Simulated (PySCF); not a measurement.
# C7H9N: excited states

Wanted: excited states for C7H9N (`[H]/N=C(\CC=C)C1=CC1`).

Programs: PySCF 2.14.0, with routines of our own; each step states its level. All values are computed. Atoms count from 0.

## (1) The starting structure

17 atoms, charge 0, multiplicity 1; geometry from: GFN2-xTB.

## (2) Geometry optimisation at PBE0-D3(BJ)/def2-SVP

The job: settings as JSON, then the geometry in Å.

```
{"job": {"xc": "PBE0", "basis": "def2-SVP", "d3": "d3bj", "grid": 1, "kind": "geom"}, "charge": 0, "multiplicity": 1}
C     -2.996038     0.218530     0.755272
C     -2.153217    -0.027680    -0.231654
C     -0.790825     0.575923    -0.337863
C      0.284329    -0.351378     0.224569
N      0.107888    -1.309717     1.029502
C      1.615925    -0.049441    -0.205544
C      2.451412     0.705052    -0.871984
C      3.062868    -0.454400    -0.149321
H     -2.761195     0.921631     1.538561
H     -3.958329    -0.260324     0.818522
H     -2.406045    -0.746830    -1.000317
H     -0.544564     0.801044    -1.377337
H     -0.739053     1.506576     0.234720
H     -0.861522    -1.463862     1.301566
H      2.656664     1.548730    -1.484201
H      3.632611    -0.281541     0.755889
H      3.392093    -1.320285    -0.711366
```

The run is started by

```sh
$ OMP_NUM_THREADS=1 python excited_run.py task.json out
```

The driver reads the jobs from task.json and runs them one after another.

The program printed:

```text
step   0  E = -326.16333856  max force = 0.023225
step   1  E = -326.16678094  max force = 0.002649
step   2  E = -326.16678627  max force = 0.002203
step   3  E = -326.16684109  max force = 0.000946
step   4  E = -326.16684567  max force = 0.001022
step   5  E = -326.16686733  max force = 0.000285
step   6  E = -326.16687236  max force = 0.000264
optimisation converged
```

It took 51 s on 1 thread of Arm Neoverse V2, shared host; peak memory 0.71 GiB.

Relaxation path:

```tsv
step	energy from step 0 (eV)	largest force component (eV/Å)
0	0.0000	1.1943
1	-0.0937	0.1362
2	-0.0938	0.1133
3	-0.0953	0.0486
4	-0.0954	0.0526
5	-0.0960	0.0147
6	-0.0962	0.0136
```

Distances of close pairs at the start and the end, largest changes first:

```tsv
bond	before (Å)	after (Å)	change (Å)
C6–H14	1.062	1.087	+0.025
C3–C5	1.432	1.453	+0.022
C7–H15	1.083	1.101	+0.018
C7–H16	1.084	1.101	+0.017
C0–H8	1.078	1.095	+0.017
C0–H9	1.077	1.093	+0.016
C1–H10	1.083	1.097	+0.015
C0–C1	1.321	1.334	+0.013
```

The end geometry stands in the next job.

```tsv
at the end point	value
point group (found at 0.08 Å tolerance)	C1
rotational constants (GHz, main isotopes)	5.941, 1.050, 0.931
dipole moment (D)	2.61
```

## (3) Excited states: TDA CAM-B3LYP/def2-SVPD

The job: settings as JSON, then the geometry in Å.

```
{"job": {"kind": "states", "xc": "CAM-B3LYP", "basis": "def2-SVPD", "tda": true, "soc": true, "nstates": 8, "ntriplets": 6, "nquad": 4}, "charge": 0, "multiplicity": 1}
C     -3.250715     0.266685     0.776623
C     -2.371296    -0.055844    -0.173473
C     -0.995486     0.514481    -0.293535
C      0.098775    -0.449460     0.144064
N     -0.065996    -1.485672     0.867474
C      1.439569    -0.107876    -0.299756
C      2.247752     0.669495    -0.965157
C      2.884576    -0.481972    -0.243300
H     -3.015873     1.015868     1.540065
H     -4.239437    -0.197285     0.822422
H     -2.645715    -0.815491    -0.916274
H     -0.788957     0.817273    -1.333711
H     -0.897560     1.429733     0.315925
H     -1.060823    -1.580641     1.105514
H      2.415430     1.537233    -1.598514
H      3.456121    -0.300002     0.679982
H      3.240142    -1.354846    -0.812079
```

Method: TDA CAM-B3LYP/def2-SVPD excited states, vertical, gas phase, spin-orbit mean-field couplings.

The program printed:

```text
coarse grid: 14248 points
cycle   1  E = -326.2477938526  dE =  1.299e+00  |g| = 4.660e-01  |ddm| = 7.542e+00
cycle   2  E = -326.2259898806  dE =  2.180e-02  |g| = 6.163e-01  |ddm| = 3.315e+00
cycle   3  E = -326.3074494069  dE = -8.146e-02  |g| = 7.293e-02  |ddm| = 2.296e+00
cycle   4  E = -326.3086684550  dE = -1.219e-03  |g| = 3.475e-02  |ddm| = 2.134e-01
cycle   5  E = -326.3089817142  dE = -3.133e-04  |g| = 6.243e-03  |ddm| = 1.184e-01
cycle   6  E = -326.3089917383  dE = -1.002e-05  |g| = 2.624e-03  |ddm| = 1.982e-02
cycle   7  E = -326.3089935658  dE = -1.827e-06  |g| = 1.260e-03  |ddm| = 9.085e-03
final grid: 137800 points
cycle   8  E = -326.3736117515  dE = -3.566e-05  |g| = 3.263e-03  |ddm| = 1.153e-01
cycle   9  E = -326.3736122980  dE = -5.464e-07  |g| = 3.135e-03  |ddm| = 1.806e-02
cycle  10  E = -326.3736145634  dE = -2.265e-06  |g| = 6.144e-04  |ddm| = 7.053e-03
cycle  11  E = -326.3736146522  dE = -8.884e-08  |g| = 1.960e-04  |ddm| = 1.347e-03
cycle  12  E = -326.3736146623  dE = -1.006e-08  |g| = 3.749e-05  |ddm| = 5.508e-04
cycle  13  E = -326.3736146626  dE = -3.147e-10  |g| = 1.532e-05  |ddm| = 1.793e-04
converged SCF energy = -326.3736146626

Singlet excitations
state   eV       nm        f     d(h-e)  d(exc)  Lambda  PR(NTO)  |dmu|/D   mu/D   main configurations
  1   4.8214   257.2   0.00119   1.004   2.613   0.454   1.021    2.608    3.144   H-1->L 0.78, H-2->L 0.18
  2   5.6384   219.9   0.35087   1.052   2.824   0.725   1.126    3.172    3.179   H->L 0.91
  3   5.7457   215.8   0.00283   0.511   2.754   0.440   1.051    1.608    2.428   H-3->L 0.69, H-2->L 0.20
  4   6.5404   189.6   0.00355   2.350   3.789   0.392   1.064    8.941   10.776   H-2->L 0.52, H-3->L 0.24, H-1->L 0.12
  5   6.8235   181.7   0.00288   0.260   2.753   0.448   1.146                     H-5->L 0.80
  6   6.9093   179.4   0.00258   1.494   3.905   0.219   1.105                     H->L+1 0.45, H->L+2 0.32, H->L+3 0.14
  7   7.1722   172.9   0.04781   2.601   3.684   0.545   1.067                     H-1->L+1 0.83, H-2->L+1 0.10
  8   7.2753   170.4   0.00899   2.674   4.512   0.224   1.084                     H->L+1 0.46, H->L+2 0.30, H->L+3 0.12

Triplet excitations (Tamm-Dancoff)
state   eV     d(h-e)  d(exc)  Lambda  PR(NTO)   main configurations
  1   3.2264   0.373   2.478   0.728   1.066   H->L 0.91
  2   4.0695   1.035   2.474   0.442   1.012   H-1->L 0.67, H-2->L 0.23
  3   4.3731   0.013   2.025   0.637   1.006   H-2->L+1 0.62, H-1->L+1 0.24
  4   5.0930   0.386   2.167   0.639   1.393   H-4->L 0.68, H->L+7 0.11
  5   5.3934   0.694   2.623   0.460   1.047   H-3->L 0.74, H-1->L 0.11, H-2->L 0.09
  6   6.3144   0.555   2.984   0.433   1.115   H-5->L 0.56, H-2->L 0.24
S1 - T1 = 1.5951 eV

Spin-orbit couplings |<S|Hso|T>| (cm-1)
             T1       T2       T3       T4       T5       T6
S0        0.356   26.647    0.188    0.454   14.951    7.396
S1        9.622    0.296    0.164   11.540    0.988   10.121
S2        0.267    8.332    0.051    0.651    5.184    8.763
S3        7.058    1.969    0.342    5.869    0.979    7.209
S4        3.317    5.861    0.868    2.598    4.037    2.536
S5        6.067    6.250    0.245    6.766    9.448    2.080
S6        1.469    1.210    1.021    1.363    1.896    0.610
S7        0.420    2.314    1.877    0.563    0.557    0.525
S8        2.001    0.382    1.735    0.358    0.090    0.394
T1 sublevels (cm-1): 0.000 0.000 0.008   radiative rates (1/s): 0.0303 0.00257 0.059
```

Wall time 56 s (1 thread of Arm Neoverse V2, shared host); peak memory 0.97 GiB.

Key values:

```tsv
quantity	value
S1 less T1	1.60 eV
```

## (4) Outcome

```
                                    quantity                 value
                                 point group                    C1
        rotational constants (main isotopes)  5.94, 1.05, 0.93 GHz
S1 less T1 (step 3, TDA CAM-B3LYP/def2-SVPD)               1.60 eV
```

Over 6 steps the energy fell by 0.096 eV; of the close pairs, C6–H14 changed most, 1.062 to 1.087 Å. No frequency check was run at this level, so the end point may be a saddle. In step 3, the number of triplets below S1 is 3, and the largest singlet-triplet spin-orbit coupling is S0–T2, 26.65 cm⁻¹.
